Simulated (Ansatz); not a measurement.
**C2H2Zn (SMILES C#[C][ZnH]): one structure at several levels**

The atoms stand at a structure displaced at random from a GFN2-xTB minimum. How far do the functionals agree with CCSD(T) there?

The runs use Ansatz 0.2.0, Gaussian basis; single points in def2-TZVPP.

Cores are frozen in the correlated methods. The 3s and 3p shells of Cu and Zn are frozen; filled d shells are correlated.

**1. The starting structure**

SMILES `C#[C][ZnH]`, 5 atoms, charge 0, spin multiplicity 1.

Atoms are counted from 1 here; the program's logs count them from 0.

Bond lengths: C1–C2 1.219 Å, C1–H4 1.024 Å, C2–Zn3 1.990 Å, Zn3–H5 1.426 Å. Angles: C2–C1–H4 176.1°, C1–C2–Zn3 173.0°, C2–Zn3–H5 175.7°.

Geometry (Å):

```xyz
5
C2H2Zn
C    -1.51610   -0.53270   -0.08510
C    -0.34270   -0.21820    0.00990
Zn    1.50860    0.50900    0.06680
H    -2.50620   -0.79560   -0.09580
H     2.84150    1.01090    0.00250
```

**2. CCSD(T)/def2-TZVPP**

Input file run/in.yaml:

```yaml
crystal:
  periodic: [false, false, false]
  atoms:
    - {symbol: C, position_ang: [-1.516100, -0.532700, -0.085100]}
    - {symbol: C, position_ang: [-0.342700, -0.218200, 0.009900]}
    - {symbol: Zn, position_ang: [1.508600, 0.509000, 0.066800]}
    - {symbol: H, position_ang: [-2.506200, -0.795600, -0.095800]}
    - {symbol: H, position_ang: [2.841500, 1.010900, 0.002500]}
basis:
  gaussian: {orbitals: def2-TZVPP}
correlation: {method: ccsd_t, frozen_orbitals: {C: 1, H: 0, Zn: 9}}
output: {forces: true}
```

The command line of these runs was not kept.

**3. PBE0-D4/def2-TZVPP**

run/in.yaml: that of step 2 with these lines changed.

```diff
@@ -10,3 +10,3 @@
   gaussian: {orbitals: def2-TZVPP}
-correlation: {method: ccsd_t, frozen_orbitals: {C: 1, H: 0, Zn: 9}}
-output: {forces: true}
+hamiltonian: {xc: pbe0, dispersion: d4}
+output: {forces: true, orbitals: {seedname: orbitals}}
```

**4. wB97M-V/def2-TZVPP**

run/in.yaml: that of step 3 with these lines changed.

```diff
@@ -10,3 +10,3 @@
   gaussian: {orbitals: def2-TZVPP}
-hamiltonian: {xc: pbe0, dispersion: d4}
-output: {forces: true, orbitals: {seedname: orbitals}}
+hamiltonian: {xc: {name: wB97M-V}}
+output: {forces: true}
```

**5. r2SCAN-D4/def2-TZVPP**

run/in.yaml: that of step 4 with these lines changed.

```diff
@@ -10,3 +10,3 @@
   gaussian: {orbitals: def2-TZVPP}
-hamiltonian: {xc: {name: wB97M-V}}
+hamiltonian: {xc: r2scan, dispersion: d4}
 output: {forces: true}
```

**6. PBE-D4/def2-TZVPP**

run/in.yaml: that of step 5 with these lines changed.

```diff
@@ -10,3 +10,3 @@
   gaussian: {orbitals: def2-TZVPP}
-hamiltonian: {xc: r2scan, dispersion: d4}
+hamiltonian: {xc: pbe, dispersion: d4}
 output: {forces: true}
```

**7. BLYP-D4/def2-TZVPP**

run/in.yaml: that of step 6 with these lines changed.

```diff
@@ -10,3 +10,3 @@
   gaussian: {orbitals: def2-TZVPP}
-hamiltonian: {xc: pbe, dispersion: d4}
+hamiltonian: {xc: {name: BLYP}, dispersion: d4}
 output: {forces: true}
```

**8. r2SCAN0-D4/def2-TZVPP**

run/in.yaml: that of step 7 with these lines changed.

```diff
@@ -10,3 +10,3 @@
   gaussian: {orbitals: def2-TZVPP}
-hamiltonian: {xc: {name: BLYP}, dispersion: d4}
+hamiltonian: {xc: {name: r2SCAN0}, dispersion: d4}
 output: {forces: true}
```

(Steps that only read results are left out.)

**Question.** What will these runs give? Wanted: energy less free atoms, CCSD(T)/def2-TZVPP; RMS force component; RMS force error; HOMO and LUMO, PBE0-D4; T1 diagnostic.

**Answer**, as computed:

| quantity | value |
| --- | --- |
| energy less free atoms, CCSD(T)/def2-TZVPP | -1647.5 kJ/mol |
| RMS force component | 1.153 to 1.256 eV/Å over the methods |
| RMS force error | PBE0-D4 0.465, wB97M-V 0.561, r2SCAN-D4 0.317, PBE-D4 0.145, BLYP-D4 0.161, r2SCAN0-D4 0.584 eV/Å |
| HOMO and LUMO, PBE0-D4 | -7.82 and -0.94 eV |
| T1 diagnostic | 0.016 |

In words: Against CCSD(T) the functionals' energies less atoms differ by -87.1 to -17.7 kJ/mol, PBE-D4 by -87.1 kJ/mol. CCSD(T) in triple zeta still lacks some correlation energy of the bonds, so part of these gaps is its own basis error and they don't rank the functionals. On forces the order runs from PBE-D4 to r2SCAN0-D4. Frozen-core CCSD(T) forces in triple zeta carry basis errors of their own, and this is one geometry, so small gaps rank nothing.
